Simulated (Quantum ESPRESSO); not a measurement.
Input of a Quantum ESPRESSO 7.5 run:

The input pw.in:

```
&CONTROL
  calculation = 'scf'
  prefix = 'pwscf'
  outdir = './tmp'
  pseudo_dir = './pseudo'
  tprnfor = .true.
  tstress = .true.
  disk_io = 'low'
/
&SYSTEM
  ibrav = 0
  nat = 2
  ntyp = 1
  ecutwfc = 70
  nbnd = 21
  input_dft = 'r2scan'
  occupations = 'smearing'
  smearing = 'fd'
  degauss = 0.00367493
  nosym = .true.
/
&ELECTRONS
  conv_thr = 1d-08
  electron_maxstep = 120
  mixing_beta = 0.5
/
ATOMIC_SPECIES
Ge    72.6300 Ge_ONCV_PBE-1.2.upf
CELL_PARAMETERS angstrom
   0.0000000000    2.8287500000    2.8287500000
   2.8287500000    0.0000000000    2.8287500000
   2.8287500000    2.8287500000    0.0000000000
ATOMIC_POSITIONS crystal
Ge     0.0000000000    0.0000000000    0.0000000000
Ge     0.2500000000    0.2500000000    0.2500000000
K_POINTS automatic
8 8 8 0 0 0
```

File bands.in:

```
&CONTROL
  calculation = 'bands'
  prefix = 'pwscf'
  outdir = './tmp'
  pseudo_dir = './pseudo'
  disk_io = 'low'
  verbosity = 'high'
/
&SYSTEM
  ibrav = 0
  nat = 2
  ntyp = 1
  ecutwfc = 70
  nbnd = 21
  input_dft = 'r2scan'
  occupations = 'smearing'
  smearing = 'fd'
  degauss = 0.00367493
  nosym = .true.
/
&ELECTRONS
  conv_thr = 1d-08
  electron_maxstep = 120
  mixing_beta = 0.5
  diago_full_acc = .true.
  startingwfc = 'random'
/
ATOMIC_SPECIES
Ge    72.6300 Ge_ONCV_PBE-1.2.upf
CELL_PARAMETERS angstrom
   0.0000000000    2.8287500000    2.8287500000
   2.8287500000    0.0000000000    2.8287500000
   2.8287500000    2.8287500000    0.0000000000
ATOMIC_POSITIONS crystal
Ge     0.0000000000    0.0000000000    0.0000000000
Ge     0.2500000000    0.2500000000    0.2500000000
K_POINTS crystal
60
 0.0000000000  0.0000000000  0.0000000000 1
 0.0625000000  0.0000000000  0.0625000000 1
 0.1250000000  0.0000000000  0.1250000000 1
 0.1875000000  0.0000000000  0.1875000000 1
 0.2500000000  0.0000000000  0.2500000000 1
 0.3125000000  0.0000000000  0.3125000000 1
 0.3750000000  0.0000000000  0.3750000000 1
 0.4375000000  0.0000000000  0.4375000000 1
 0.5000000000  0.0000000000  0.5000000000 1
 0.5000000000  0.0625000000  0.5625000000 1
 0.5000000000  0.1250000000  0.6250000000 1
 0.5000000000  0.1875000000  0.6875000000 1
 0.5000000000  0.2500000000  0.7500000000 1
 0.4375000000  0.3125000000  0.7500000000 1
 0.3750000000  0.3750000000  0.7500000000 1
 0.3375000000  0.3375000000  0.6750000000 1
 0.3000000000  0.3000000000  0.6000000000 1
 0.2625000000  0.2625000000  0.5250000000 1
 0.2250000000  0.2250000000  0.4500000000 1
 0.1875000000  0.1875000000  0.3750000000 1
 0.1500000000  0.1500000000  0.3000000000 1
 0.1125000000  0.1125000000  0.2250000000 1
 0.0750000000  0.0750000000  0.1500000000 1
 0.0375000000  0.0375000000  0.0750000000 1
 0.0000000000  0.0000000000  0.0000000000 1
 0.0625000000  0.0625000000  0.0625000000 1
 0.1250000000  0.1250000000  0.1250000000 1
 0.1875000000  0.1875000000  0.1875000000 1
 0.2500000000  0.2500000000  0.2500000000 1
 0.3125000000  0.3125000000  0.3125000000 1
 0.3750000000  0.3750000000  0.3750000000 1
 0.4375000000  0.4375000000  0.4375000000 1
 0.5000000000  0.5000000000  0.5000000000 1
 0.5250000000  0.4500000000  0.5250000000 1
 0.5500000000  0.4000000000  0.5500000000 1
 0.5750000000  0.3500000000  0.5750000000 1
 0.6000000000  0.3000000000  0.6000000000 1
 0.6250000000  0.2500000000  0.6250000000 1
 0.5833333333  0.2500000000  0.6666666667 1
 0.5416666667  0.2500000000  0.7083333333 1
 0.5000000000  0.2500000000  0.7500000000 1
 0.5000000000  0.2857142857  0.7142857143 1
 0.5000000000  0.3214285714  0.6785714286 1
 0.5000000000  0.3571428571  0.6428571429 1
 0.5000000000  0.3928571429  0.6071428571 1
 0.5000000000  0.4285714286  0.5714285714 1
 0.5000000000  0.4642857143  0.5357142857 1
 0.5000000000  0.5000000000  0.5000000000 1
 0.4821428571  0.4821428571  0.5357142857 1
 0.4642857143  0.4642857143  0.5714285714 1
 0.4464285714  0.4464285714  0.6071428571 1
 0.4285714286  0.4285714286  0.6428571429 1
 0.4107142857  0.4107142857  0.6785714286 1
 0.3928571429  0.3928571429  0.7142857143 1
 0.3750000000  0.3750000000  0.7500000000 1
 0.6250000000  0.2500000000  0.6250000000 1
 0.5937500000  0.1875000000  0.5937500000 1
 0.5625000000  0.1250000000  0.5625000000 1
 0.5312500000  0.0625000000  0.5312500000 1
 0.5000000000  0.0000000000  0.5000000000 1
```

Potentials or basis: SG15 PBE 1.2.

Command:

```console
$ OMP_NUM_THREADS=1 pw.x -in pw.in > pw.out
$ OMP_NUM_THREADS=1 pw.x -in bands.in > bands.out
```

Task: Predict the band gap on the k mesh.

Result: None (metal or under the smearing width).

Task: What does it give for the pressure?

Result: -1.5 GPa.

Levels at the corners of the path, in eV from the Fermi level:
| point | band 10 | band 11 | band 12 | band 13 | band 14 | band 15 | band 16 | band 17 | band 18 | band 19 |
| --- | --- | --- | --- | --- | --- | --- | --- | --- | --- | --- |
| Γ | -24.29 | -13.41 | -0.21 | -0.03 | -0.03 | -0.03 | 2.76 | 2.76 | 2.76 | 6.94 |
| X | -24.25 | -9.38 | -9.38 | -3.24 | -3.24 | 1.01 | 1.01 | 9.94 | 9.94 | 12.08 |
| W | -24.23 | -9.29 | -9.29 | -4.04 | -4.04 | 4.55 | 4.55 | 5.18 | 5.18 | 11.65 |
| K | -24.23 | -9.88 | -8.76 | -4.48 | -2.78 | 1.41 | 4.40 | 7.55 | 7.81 | 8.73 |
| Γ | -24.29 | -13.41 | -0.21 | -0.03 | -0.03 | -0.03 | 2.76 | 2.76 | 2.76 | 6.94 |
| L | -24.27 | -11.25 | -7.97 | -1.52 | -1.52 | 0.20 | 4.10 | 4.10 | 7.75 | 11.13 |
| U | -24.23 | -9.88 | -8.76 | -4.48 | -2.78 | 1.41 | 4.40 | 7.55 | 7.81 | 8.73 |
| W | -24.23 | -9.29 | -9.29 | -4.04 | -4.04 | 4.55 | 4.55 | 5.18 | 5.18 | 11.65 |
| L | -24.27 | -11.25 | -7.97 | -1.52 | -1.52 | 0.20 | 4.10 | 4.10 | 7.75 | 11.13 |
| K | -24.23 | -9.88 | -8.76 | -4.48 | -2.78 | 1.41 | 4.40 | 7.55 | 7.81 | 8.73 |
| U | -24.23 | -9.88 | -8.76 | -4.48 | -2.78 | 1.41 | 4.40 | 7.55 | 7.81 | 8.73 |
| X | -24.25 | -9.38 | -9.38 | -3.24 | -3.24 | 1.01 | 1.01 | 9.94 | 9.94 | 12.08 |

Caveat: the potentials were made for another functional, which shifts forces and pressure; this crystal is a semiconductor, whose small gap the functional closes, so the metal is an error of the method.

**The experiment to reproduce.**

From “Electronic and optical properties of SixGe1-x-ySny alloys lattice-matched to Ge”, 2021, arxiv:2109.02782, for a bulk crystal of Ge at 300 K: band gap 0.807 eV (direct).

Against the measured gap of Ge, 0.807 eV (direct; 300 K; “Electronic and optical properties of SixGe1-x-ySny alloys lattice-matched to Ge”, 2021, arxiv:2109.02782), the calculated 0.00 eV is off by -0.81 eV. 3 values of this kind are on record (0.666 to 0.807 eV); this one was drawn at random among those near their median. Spin-orbit coupling on Ge is left out. The value is that of r2SCAN on a finite k mesh, which can miss the band edges, without temperature or zero-point motion.
